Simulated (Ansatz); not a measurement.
# C8H20N2Si2: how energies converge with the basis set

The task here is to estimate one member of a computed series from the others.

The runs use Ansatz 0.2.0, Gaussian basis; one geometry, several basis sets.

The runs, in order: PBE0-D4/def2-SVP; ωB97M-V/def2-SVP; PBE0-D4/def2-QZVPP; ωB97M-V/def2-QZVPP; the functionals' def2-TZVPP values are taken from earlier runs.

### Structure used throughout

All runs share one geometry, relaxed beforehand with PBE0-D4 in a triple-zeta def2 set.

SMILES `C[Si](C)(C)/N=C/C=N/[Si](C)(C)C`, 32 atoms, charge 0, spin multiplicity 1.

Atoms are counted from 1 here; the program's logs count them from 0.

Bond lengths: C1–Si2 1.873 Å, C1–H13 1.093 Å, C1–H14 1.094 Å, C1–H15 1.093 Å, Si2–C3 1.867 Å, Si2–C4 1.867 Å, Si2–N5 1.755 Å, C3–H16 1.093 Å, C3–H17 1.093 Å, C3–H18 1.092 Å, C4–H19 1.092 Å, C4–H20 1.093 Å, C4–H21 1.093 Å, N5–C6 1.261 Å, C6–C7 1.480 Å, C6–H22 1.102 Å, C7–N8 1.261 Å, C7–H23 1.102 Å and more. Angles: Si2–C1–H13 111.7°, Si2–C1–H14 110.3°, Si2–C1–H15 111.7°, H13–C1–H14 107.5°, H13–C1–H15 108.0°, H14–C1–H15 107.5°, C1–Si2–C3 110.4°, C1–Si2–C4 110.4°, C1–Si2–N5 112.5°, C3–Si2–C4 111.1°, C3–Si2–N5 106.1°, C4–Si2–N5 106.1°, Si2–C3–H16 110.9°, Si2–C3–H17 111.0°, Si2–C3–H18 110.6°, H16–C3–H17 108.0°, H16–C3–H18 108.2°, H17–C3–H18 108.0° and more.

The first run:

Input file in.yaml:

```yaml
crystal:
  periodic: [false, false, false]
  atoms:
    - {symbol: C, position_ang: [-2.968406, 2.214410, -1.552109]}
    - {symbol: Si, position_ang: [-3.207798, 1.024133, -0.125368]}
    - {symbol: C, position_ang: [-4.423283, -0.314386, -0.590293]}
    - {symbol: C, position_ang: [-3.769540, 1.940914, 1.400865]}
    - {symbol: N, position_ang: [-1.723024, 0.201474, 0.318779]}
    - {symbol: C, position_ang: [-0.600384, 0.370258, -0.230977]}
    - {symbol: C, position_ang: [0.592989, -0.377176, 0.223893]}
    - {symbol: N, position_ang: [1.716466, -0.205574, -0.323287]}
    - {symbol: Si, position_ang: [3.201757, -1.026250, 0.122820]}
    - {symbol: C, position_ang: [3.781398, -1.919958, -1.410307]}
    - {symbol: C, position_ang: [2.956520, -2.236350, 1.531781]}
    - {symbol: C, position_ang: [4.406119, 0.312418, 0.615687]}
    - {symbol: H, position_ang: [-2.244952, 2.997287, -1.308970]}
    - {symbol: H, position_ang: [-3.913959, 2.705738, -1.798539]}
    - {symbol: H, position_ang: [-2.620202, 1.701395, -2.452648]}
    - {symbol: H, position_ang: [-5.404254, 0.111583, -0.817860]}
    - {symbol: H, position_ang: [-4.082716, -0.865242, -1.470611]}
    - {symbol: H, position_ang: [-4.542379, -1.027746, 0.228389]}
    - {symbol: H, position_ang: [-3.879855, 1.254896, 2.243779]}
    - {symbol: H, position_ang: [-3.047072, 2.710303, 1.684546]}
    - {symbol: H, position_ang: [-4.732586, 2.429562, 1.229650]}
    - {symbol: H, position_ang: [-0.399527, 1.059374, -1.067682]}
    - {symbol: H, position_ang: [0.391483, -1.068474, 1.058643]}
    - {symbol: H, position_ang: [4.744965, -2.406823, -1.236969]}
    - {symbol: H, position_ang: [3.896368, -1.221965, -2.242711]}
    - {symbol: H, position_ang: [3.064919, -2.688414, -1.711171]}
    - {symbol: H, position_ang: [2.238606, -3.019062, 1.272217]}
    - {symbol: H, position_ang: [3.902316, -2.726718, 1.779188]}
    - {symbol: H, position_ang: [2.598791, -1.737190, 2.436356]}
    - {symbol: H, position_ang: [4.055620, 0.848930, 1.500955]}
    - {symbol: H, position_ang: [5.387620, -0.111395, 0.845002]}
    - {symbol: H, position_ang: [4.527702, 1.037845, -0.191943]}
basis:
  gaussian: {orbitals: def2-SVP}
hamiltonian: {xc: pbe0, dispersion: d4}
output: {orbitals: {seedname: orbitals}}
```

Launch:

```console
> ansatz run in.yaml --threads 11 --pin off --events-out ev --progress --plain --max-ram 110592MiB --backend cuda --devices 0, --max-vram 75GiB
```

Steps of the session up to this table: PBE0-D4 in def2-SVP; ωB97M-V in def2-SVP; PBE0-D4 in def2-QZVPP; ωB97M-V in def2-QZVPP.

One table of the session follows, with a row left open; its other results are not shown here.

It belongs to the step «Functionals by basis». 

| functional | basis | HOMO (eV) | LUMO (eV) |
| --- | --- | --- | --- |
| PBE0-D4 | def2-SVP | -6.53 | -1.66 |
| PBE0-D4 | def2-TZVPP | -6.68 | -1.79 |
| PBE0-D4 | def2-QZVPP | -6.70 | -1.81 |
| ωB97M-V | def2-SVP | ? | ? |
| ωB97M-V | def2-TZVPP | -9.04 | 0.34 |
| ωB97M-V | def2-QZVPP | -9.06 | 0.31 |

**Question.** Estimate the row for ωB97M-V, def2-SVP.

The run gave: HOMO (eV): -8.87; LUMO (eV): 0.52. In the column «HOMO (eV)» it lies between ωB97M-V, def2-TZVPP (-9.04) and PBE0-D4, def2-QZVPP (-6.70).
